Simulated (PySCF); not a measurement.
# C3H7ClOSi: the cost of one run

The runs use PySCF 2.14.0, with density-fitted response routines of our own; the level of theory stands in each step. All values are computed, except where a source is named. Atoms count from 0, in the outputs and in this text.

### Step 1. The molecule as given

13 atoms, charge 0, multiplicity 1; geometry from: GFN2-xTB. The atoms were then displaced at random by about 0.01 Å, so the start is not that level's minimum.

Bonds of the start (Å): C0–C1 1.48, C1–C2 1.31, C2–Cl3 1.76, C2–O4 1.33, O4–Si5 1.64, C0–H6 1.08, C0–H7 1.12, C0–H8 1.08, C1–H9 1.07, Si5–H10 1.46, Si5–H11 1.47, Si5–H12 1.46.

### Step 2. Optimising the geometry at PBE0-D3(BJ)/def2-SVP

Job settings and geometry (Å):

```
{"job": {"xc": "PBE0", "basis": "def2-SVP", "d3": "d3bj", "grid": 1, "shake": 0.01, "kind": "geom"}, "charge": 0, "multiplicity": 1}
C     -2.086720    -0.026900     0.893080
C     -1.367070    -0.278180    -0.379270
C     -0.060590    -0.197030    -0.481900
Cl     0.777250    -0.530340    -1.995820
O      0.772560     0.123710     0.508200
Si     2.406720     0.277440     0.565270
H     -1.407880     0.260760     1.685250
H     -2.796290     0.821710     0.736630
H     -2.676800    -0.876670     1.205830
H     -1.938180    -0.549800    -1.237310
H      2.512260     0.645590     1.976470
H      3.043650    -1.005330     0.249430
H      2.826910     1.318150    -0.371970
```

Started as:

```console
$ OMP_NUM_THREADS=1 python probes_run.py task.json out
```

One launch serves the whole session: the jobs run in the order shown.

Q: Estimate the wall time and peak memory of this first job on 1 thread of Arm Neoverse V1, shared host.

About 37 s, with a peak of 0.53 GiB.
